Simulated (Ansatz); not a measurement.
# CH₆GeNO radical: a ladder of functionals and wavefunction methods

One table from this session's results is given with a row withheld; the runs are named, their logs left out.

Computed with Ansatz 0.2.0, Gaussian basis. Level: functionals in def2-TZVPP, the program's frozen cores in correlated methods.

Plan: LDA (SPW92), PBE-D4, revPBE-D4, BLYP-D4, r2SCAN-D4, B97M-V, PBE0-D4, B3LYP-D4, r2SCANh-D4, r2SCAN0-D4, HSE06-D4, BHLYP-D4, CAM-B3LYP-D4, LC-ωPBE, ωB97X-V, ωB97M-V, B2PLYP, PBE-QIDH; CCSD(T)/def2-SVP; CCSD(T)/def2-TZVPP; MP2/def2-QZVPP; extrapolation to the limit; RPA on PBE.

### The relaxed structure

The geometry comes from an earlier relaxation with PBE0-D4 in a triple-zeta def2 set; it is a stationary point, not always the lowest conformer.

SMILES `C[O][GeH][NH2]`, 10 atoms, charge 0, spin multiplicity 2.

Atoms are counted from 1 here; the program's logs count them from 0.

Bond lengths: C1–O2 1.406 Å, C1–H5 1.094 Å, C1–H6 1.098 Å, C1–H7 1.096 Å, O2–Ge3 1.784 Å, Ge3–N4 1.840 Å, Ge3–H8 1.573 Å, N4–H9 1.011 Å, N4–H10 1.013 Å. Angles: O2–C1–H5 109.6°, O2–C1–H6 113.2°, O2–C1–H7 109.9°, H5–C1–H6 107.8°, H5–C1–H7 108.4°, H6–C1–H7 107.8°, C1–O2–Ge3 120.7°, O2–Ge3–N4 100.3°, O2–Ge3–H8 107.8°, N4–Ge3–H8 109.2°, Ge3–N4–H9 115.6°, Ge3–N4–H10 112.4°, H9–N4–H10 109.1°.

Set-up of the first run:

Contents of in.yaml:

```yaml
crystal:
  periodic: [false, false, false]
  atoms:
    - {symbol: C, position_ang: [-1.542648, -0.125613, -0.974528]}
    - {symbol: O, position_ang: [-0.181024, 0.126775, -0.731652]}
    - {symbol: Ge, position_ang: [0.655961, -0.635566, 0.647277]}
    - {symbol: N, position_ang: [2.036212, 0.555524, 0.895540]}
    - {symbol: H, position_ang: [-1.683766, -0.396630, -2.025189]}
    - {symbol: H, position_ang: [-1.947645, -0.940735, -0.360782]}
    - {symbol: H, position_ang: [-2.132303, 0.774120, -0.766681]}
    - {symbol: H, position_ang: [-0.309385, -0.574357, 1.888014]}
    - {symbol: H, position_ang: [2.833714, 0.199814, 1.404953]}
    - {symbol: H, position_ang: [2.353983, 0.965567, 0.025850]}
basis:
  gaussian: {orbitals: def2-TZVPP}
magnetization: {spin_polarized: true, initial_magnetization: 1}
hamiltonian: {xc: lda}
output: {orbitals: {seedname: orbitals}}
```

On the command line:

```console
ansatz run in.yaml --threads 2 --pin off --events-out ev --progress --plain --max-ram 32768MiB --backend cpu
```

Among the steps run: LDA; PBE-D4 (GGA); revPBE-D4 (GGA); BLYP-D4 (GGA); r2SCAN-D4 (meta-GGA); B97M-V (meta-GGA); PBE0-D4 (hybrid); B3LYP-D4 (hybrid); r2SCANh-D4 (hybrid); r2SCAN0-D4 (hybrid); HSE06-D4 (hybrid); BHLYP-D4 (hybrid); CAM-B3LYP-D4 (range-separated); LC-ωPBE (range-separated); ωB97X-V (range-separated); ωB97M-V (range-separated); B2PLYP (double hybrid); PBE-QIDH (double hybrid).

One table of the session follows, with a row left open; its other results are not shown here.

It belongs to the step «Frontier levels by functional». 

| functional | HOMO (eV) | LUMO (eV) | gap (eV) |
| --- | --- | --- | --- |
| LDA (SPW92) | -4.35 | -3.55 | 0.81 |
| PBE-D4 | -4.33 | -3.23 | 1.10 |
| revPBE-D4 | -4.30 | -3.12 | 1.18 |
| BLYP-D4 | ? | ? | ? |
| r2SCAN-D4 | -4.71 | -2.93 | 1.77 |
| B97M-V | -4.61 | -3.30 | 1.31 |
| PBE0-D4 | -5.57 | -2.37 | 3.20 |
| B3LYP-D4 | -5.32 | -2.76 | 2.56 |
| r2SCANh-D4 | -5.16 | -2.61 | 2.55 |
| r2SCAN0-D4 | -5.85 | -2.13 | 3.71 |
| HSE06-D4 | -5.17 | -2.74 | 2.43 |
| BHLYP-D4 | -6.66 | -1.58 | 5.08 |
| CAM-B3LYP-D4 | -6.85 | -1.48 | 5.37 |
| LC-ωPBE | -8.21 | -0.11 | 8.11 |
| ωB97X-V | -7.76 | -0.51 | 7.25 |
| ωB97M-V | -7.59 | -0.58 | 7.01 |

**Question.** Estimate the row for BLYP-D4.

Worked estimate for «HOMO (eV)». Against the share of exact exchange, B3LYP-D4 (0.2, -5.32), BHLYP-D4 (0.5, -6.66) give a slope of -4.47 per unit share; at 0 the line stands at -4.43.

As computed: HOMO (eV): -4.18; LUMO (eV): -3.25; gap (eV): 0.93. In «HOMO (eV)» the line misses by -0.25.
